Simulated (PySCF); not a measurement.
# B2SiPH7 (SMILES BP(B)[SiH3]): levels of theory compared

Wanted: a comparison of 5 runs (HF/STO-3G, B3LYP/STO-3G, B3LYP/6-31G*, B3LYP/cc-pVDZ, MP2/6-311+G**) of B2SiPH7. The job is set up through a Python script.

Program for the calculation: PySCF 2.14.0.

## 1. The structure to begin with

B2SiPH7: 11 atoms, total charge 0, spin state singlet. As SMILES, `BP(B)[SiH3]`. The coordinates come from a GFN2-xTB relaxation.

Bond lengths: B1–P2 1.809 Å, P2–B3 1.810 Å, P2–Si4 2.220 Å, B1–H5 1.170 Å, B1–H6 1.169 Å, B3–H7 1.170 Å, B3–H8 1.169 Å, Si4–H9 1.464 Å, Si4–H10 1.468 Å, Si4–H11 1.463 Å. Some angles: B1–P2–B3 120.3°, B1–P2–Si4 119.1°, B3–P2–Si4 119.3°, P2–B1–H5 119.7°, P2–B1–H6 119.2°, P2–B3–H7 119.7°, P2–B3–H8 119.1°, P2–Si4–H9 108.4°, P2–Si4–H10 110.2°, P2–Si4–H11 108.0°.

## 2. Energy and forces at HF/STO-3G (run 1)

run.py reads:

```python
# BP(B)[SiH3]
from pyscf import gto

molecule = gto.M(
    atom='''
B       -0.774450       1.798550       0.383910
P        0.128510       0.235810       0.256110
B        0.859160      -0.518350       1.730200
Si      -0.048550      -0.962780      -1.604120
H       -1.346620       2.214550      -0.547640
H       -0.762020       2.382770       1.396690
H        1.332800      -1.585460       1.661480
H        0.860710       0.081020       2.734050
H        1.177510      -1.745420      -1.767470
H       -1.204400      -1.863890      -1.519740
H       -0.222650      -0.036790      -2.723470
''',
    basis='sto-3g',
    verbose=4,
    max_memory=1860,
)

hf = molecule.RHF()
hf.conv_tol = 1e-10
hf.kernel()
if not hf.converged:
    hf = hf.newton().run(hf.mo_coeff, hf.mo_occ)

energy = hf.e_tot
print('E = %.10f Eh' % energy)
grad = hf.nuc_grad_method().kernel()
dip = hf.dip_moment()
pop, q = hf.mulliken_pop()
```

Run with:

```bash
$ OMP_NUM_THREADS=1 python run.py
```

Output:

```text
PySCF version 2.14.0

[... 65 lines left out ...]
converged SCF energy = -675.342522619692
[... 12 lines left out ...]
Dipole moment(X, Y, Z, Debye): -0.07624, -0.83110, -1.33289
[... 47 lines left out ...]
charge of   10H =     -0.14288
```

Wall time 3.9 s (1 thread of Intel Xeon at 2.70GHz, shared host); peak memory 0.12 GiB.

## 3. Energy and gradient at B3LYP/STO-3G (run 2)

input.py reads:

```python
from pyscf import gto, dft

mol = gto.M(
    atom='''
B     -0.774450     1.798550     0.383910
P      0.128510     0.235810     0.256110
B      0.859160    -0.518350     1.730200
Si    -0.048550    -0.962780    -1.604120
H     -1.346620     2.214550    -0.547640
H     -0.762020     2.382770     1.396690
H      1.332800    -1.585460     1.661480
H      0.860710     0.081020     2.734050
H      1.177510    -1.745420    -1.767470
H     -1.204400    -1.863890    -1.519740
H     -0.222650    -0.036790    -2.723470
''',
    basis='sto-3g',
    max_memory=1860,
    charge=0,
    verbose=3,
)

mf = dft.RKS(mol, xc='b3lyp')
mf.grids.level = 5
mf.conv_tol = 1e-10
mf.kernel()
if not mf.converged:
    mf = mf.newton().run(mf.mo_coeff, mf.mo_occ)

e_tot = mf.e_tot
print(f'total energy: {e_tot:.8f} hartree')
grad = mf.nuc_grad_method().kernel()
mf.analyze()
```

Run with:

```bash
$ OMP_NUM_THREADS=1 python input.py
```

Output:

```text
converged SCF energy = -676.935158187467
total energy: -676.93515819 hartree
--------------- RKS gradients ---------------
         x                y                z
0 B    -0.0042857124     0.0090464863     0.0014669637
1 P     0.0014920696     0.0006366310    -0.0009568721
2 B     0.0044877366    -0.0033361841     0.0088029810
3 Si     0.0002613524    -0.0015636660    -0.0033549904
4 H     0.0002145694    -0.0009915166    -0.0010313046
5 H     0.0001294193    -0.0003140016     0.0009018482
6 H    -0.0002519934    -0.0002931992    -0.0013659805
7 H    -0.0006317723     0.0007093019     0.0002335585
8 H     0.0083447918    -0.0045731093     0.0001450643
9 H    -0.0085848364    -0.0062484332     0.0013241340
10 H    -0.0011747975     0.0069285398    -0.0061643227
----------------------------------------------
**** MO energy ****
MO #1   energy= -76.1013879058694  occ= 2
MO #2   energy= -65.39025916375    occ= 2
MO #3   energy= -6.52684459088432  occ= 2
MO #4   energy= -6.52659821089432  occ= 2
MO #5   energy= -6.28388620098426  occ= 2
MO #6   energy= -5.11659213626305  occ= 2
MO #7   energy= -4.40784139765668  occ= 2
MO #8   energy= -4.4067666532041   occ= 2
MO #9   energy= -4.39837063344815  occ= 2
MO #10  energy= -3.41804764308298  occ= 2
MO #11  energy= -3.41630235143429  occ= 2
MO #12  energy= -3.416222988328    occ= 2
MO #13  energy= -0.608863817217839 occ= 2
MO #14  energy= -0.509639118139592 occ= 2
MO #15  energy= -0.456776023315325 occ= 2
MO #16  energy= -0.394019323703057 occ= 2
MO #17  energy= -0.328813633293236 occ= 2
MO #18  energy= -0.327209201652747 occ= 2
MO #19  energy= -0.322143158283071 occ= 2
MO #20  energy= -0.29936009295746  occ= 2
MO #21  energy= -0.258525852283492 occ= 2
MO #22  energy= -0.248686412485623 occ= 2
MO #23  energy= -0.171348678635956 occ= 2
MO #24  energy= 0.0362032061870695 occ= 0
MO #25  energy= 0.124128780456557  occ= 0
MO #26  energy= 0.177547262514387  occ= 0
MO #27  energy= 0.30229764821873   occ= 0
MO #28  energy= 0.30419423590839   occ= 0
MO #29  energy= 0.3317826347523    occ= 0
MO #30  energy= 0.350686428053881  occ= 0
MO #31  energy= 0.447961072479785  occ= 0
MO #32  energy= 0.512157373941345  occ= 0
MO #33  energy= 0.520181285944994  occ= 0
MO #34  energy= 0.600115227688955  occ= 0
MO #35  energy= 0.608419359272171  occ= 0
 ** Mulliken atomic charges  **
charge of    0B =     -0.08707
charge of    1P =      0.21472
charge of    2B =     -0.08669
charge of    3Si =      0.43984
charge of    4H =     -0.04446
charge of    5H =     -0.03741
charge of    6H =     -0.04448
charge of    7H =     -0.03732
charge of    8H =     -0.10512
charge of    9H =     -0.10739
charge of   10H =     -0.10462
Dipole moment(X, Y, Z, Debye): -0.01286, -1.05891, -1.80169
```

It took 16 s on 1 thread of Intel Xeon at 2.70GHz, shared host; peak memory 0.41 GiB.

## 4. Energy and forces at B3LYP/6-31G(d) (Cartesian functions) (run 3)

start.xyz reads:

```xyz
11
B2H7PSi
B     -0.774450     1.798550     0.383910
P      0.128510     0.235810     0.256110
B      0.859160    -0.518350     1.730200
Si    -0.048550    -0.962780    -1.604120
H     -1.346620     2.214550    -0.547640
H     -0.762020     2.382770     1.396690
H      1.332800    -1.585460     1.661480
H      0.860710     0.081020     2.734050
H      1.177510    -1.745420    -1.767470
H     -1.204400    -1.863890    -1.519740
H     -0.222650    -0.036790    -2.723470
```

run.py reads:

```python
from pyscf import gto, dft

mol = gto.Mole()
mol.atom = 'start.xyz'
mol.cart = True
mol.basis = '6-31g*'
mol.max_memory = 1860
mol.verbose = 3
mol.build()

mf = dft.RKS(mol, xc='b3lyp')
mf.conv_tol = 1e-10
mf.grids.level = 5
mf.kernel()
if not mf.converged:
    mf = mf.newton().run(mf.mo_coeff, mf.mo_occ)

etot = mf.e_tot
print('E(%s) = %.9f' % ('B3LYP', etot))
grad = mf.nuc_grad_method().kernel()
mf.analyze()
```

Run with:

```bash
$ OMP_NUM_THREADS=1 python run.py
```

Output:

```text
converged SCF energy = -684.740991937384
[... 11 lines left out ...]
MO #2   energy= -66.1430400975521  occ= 2
[... 9 lines left out ...]
MO #12  energy= -3.6551311685172   occ= 2
[... 9 lines left out ...]
MO #22  energy= -0.314795537313981 occ= 2
[... 9 lines left out ...]
MO #32  energy= 0.155086645268772  occ= 0
[... 9 lines left out ...]
MO #42  energy= 0.351314515409126  occ= 0
[... 9 lines left out ...]
MO #52  energy= 0.649783429680175  occ= 0
[... 9 lines left out ...]
MO #62  energy= 0.935670014542082  occ= 0
[... 9 lines left out ...]
MO #72  energy= 1.45167055378122   occ= 0
[... 9 lines left out ...]
MO #82  energy= 3.53508324240245   occ= 0
[... 12 lines left out ...]
Dipole moment(X, Y, Z, Debye): -0.06165, -0.59596, -0.93566
```

It took 44 s on 1 thread of Intel Xeon at 2.70GHz, shared host; peak memory 0.84 GiB.

Run 4 isn't shown in full; the table further down has it.

## 5. Energy and gradient at MP2/6-311+G(d,p) (run 5)

run.py reads:

```python
# BP(B)[SiH3]
import pyscf.grad
from pyscf import gto, scf, mp

molecule = gto.Mole()
molecule.atom = '''
B     -1.463498     3.398767     0.725485
P      0.242849     0.445616     0.483978
B      1.623577    -0.979540     3.269604
Si    -0.091746    -1.819391    -3.031347
H     -2.544743     4.184893    -1.034890
H     -1.440009     4.502783     2.639362
H      2.518627    -2.996085     3.139742
H      1.626506     0.153106     5.166606
H      2.225171    -3.298366    -3.340034
H     -2.275986    -3.522242    -2.871892
H     -0.420748    -0.069523    -5.146612
'''
molecule.max_memory = 1860
molecule.unit = 'bohr'
molecule.basis = '6-311+g**'
molecule.verbose = 4
molecule.build()

mf = scf.RHF(molecule)
mf.conv_tol = 1e-10
mf.kernel()
if not mf.converged:
    mf = mf.newton().run(mf.mo_coeff, mf.mo_occ)

pt = mp.MP2(mf, frozen=12).run()
e_final = pt.e_tot
print('E = %.10f Eh' % e_final)
grad = pt.Gradients().kernel()
mf.analyze()
```

Run with:

```bash
$ OMP_NUM_THREADS=1 python run.py
```

Output:

```text
PySCF version 2.14.0

[... 95 lines left out ...]
MO #2   energy= -68.7945099311261  occ= 2
[... 17 lines left out ...]
MO #20  energy= -0.495819751458956 occ= 2
[... 17 lines left out ...]
MO #38  energy= 0.150782096403729  occ= 0
[... 17 lines left out ...]
MO #56  energy= 0.428553171709624  occ= 0
[... 17 lines left out ...]
MO #74  energy= 0.795829703465017  occ= 0
[... 17 lines left out ...]
MO #92  energy= 1.44544749519007   occ= 0
[... 17 lines left out ...]
MO #110 energy= 2.02877326784417   occ= 0
[... 17 lines left out ...]
MO #128 energy= 2.92808065502661   occ= 0
[... 17 lines left out ...]
MO #146 energy= 166.359755266109   occ= 0
[... 160 lines left out ...]
Dipole moment(X, Y, Z, Debye): -0.12002, -0.54285, -0.77052
```

Run time: 1.8 min. Hardware: 1 thread of Intel Xeon at 2.70GHz, shared host; peak memory 2 GiB.

## 6. The series

| run | level | integration grid | Cartesian functions | energy (Eh) | dipole moment (D) of the reference | HOMO energy (eV) | LUMO energy (eV) | wall time |
| --- | --- | --- | --- | --- | --- | --- | --- | --- |
| 1 | HF/STO-3G | – | no | -675.342523 | 1.57 | -6.60 | 6.13 | 3.9 s |
| 2 | B3LYP/STO-3G | 5 | no | -676.935158 | 2.09 | -4.66 | 0.99 | 16 s |
| 3 | B3LYP/6-31G* (Cartesian functions) | 5 | yes | -684.740992 | 1.11 | -7.10 | -2.11 | 44 s |
| 4 | B3LYP/cc-pVDZ | 5 | no | -684.767758 | 1.20 | -7.20 | -2.36 | 57 s |
| 5 | MP2/6-311+G** | – | no | -683.522110 | 0.95 | -9.33 | 1.00 | 1.8 min |

## 7. Summary of results

| quantity | value |
| --- | --- |
| run 5: total energy | -683.52211 Eh |
| run 5: dipole moment (Hartree–Fock density) | 0.95 D |
| run 5: HOMO energy (Hartree–Fock orbitals) | -9.33 eV |
| run 5: LUMO energy (Hartree–Fock orbitals) | 1.00 eV |
| run 5: HOMO–LUMO gap (Hartree–Fock orbitals) | 10.33 eV |
| run 5: correlation energy (12 core orbitals frozen) | -406.7 mEh |
| run 5: largest force on an atom | 0.564 eV/Å |

What this shows: Over runs 1, 2, 3, 4 the dipole moment (its size) runs from 1.11 D (B3LYP/6-31G*) to 2.09 D (B3LYP/STO-3G). Over runs 1, 2, 3, 4 the HOMO–LUMO gap runs from 4.84 eV (B3LYP/cc-pVDZ) to 12.73 eV (HF/STO-3G). The two ends differ in method and basis. In runs 1, 2 the basis is minimal, so the values are rough. All runs together took 3.8 min, the longest 1.8 min.
